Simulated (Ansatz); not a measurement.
# Si2Ni: the cost of one run

Program: Ansatz 0.2.0. Level of theory: DFT PBEsol, frozen-core PAW, scalar-relativistic unless said. These are calculated values, not measurements.

1 further run of the same task is left out (it didn't finish).

**1. The system as given**

It takes space group Fm-3m (No. 225, cubic). The conventional cell has a = 5.406 Å, b = 5.406 Å, c = 5.406 Å, α = 90.00°, β = 90.00°, γ = 90.00°. Around Si (site symmetry -43m) lie 4 Ni at 2.34 Å. Around Ni (site symmetry m-3m) lie 8 Si at 2.34 Å.

As a file:

```xyz
3
Lattice="0.0000 2.7030 2.7030 2.7030 0.0000 2.7030 2.7030 2.7030 0.0000" Properties=species:S:1:pos:R:3 pbc="T T T"
Si    1.3515    1.3515    1.3515
Si    4.0545    4.0545    4.0545
Ni    0.0000    0.0000    0.0000
```

Cartesian axes are those of the input's lattice vectors. The structure goes back to a database entry.

**2. Cell and atoms relaxed, PAW**

File input.yaml:

```yaml
crystal:
  lattice:
    - [0.0, 2.703, 2.703]
    - [2.703, 0.0, 2.703]
    - [2.703, 2.703, 0.0]
  atoms:
    - { symbol: Si, position: [0.25, 0.25, 0.25] }
    - { symbol: Si, position: [0.75, 0.75, 0.75] }
    - { symbol: Ni, position: [0.0, 0.0, 0.0] }
kpoints:
  mp_grid: { grid: [12, 12, 12] }
scf:
  occupations: { method: fermi_dirac, width: 0.08 }
hamiltonian:
  xc: pbesol
  pseudopotentials: { kind: paw }
relax:
  f_tol: 0.002
  max_steps: 80
  cell: {}
output:
  forces: true
  stress: true
```

Run with:

```
> ansatz run input.yaml --threads 2 --pin off --max-ram 5120MiB --backend cpu --events-out ev --progress --plain --runs-dir out
```

Q: Estimate wall time and peak memory on 2 threads of AMD EPYC 9R45 (Zen 5), shared host.

About 1.8 s, with a peak of 0.44 GiB.
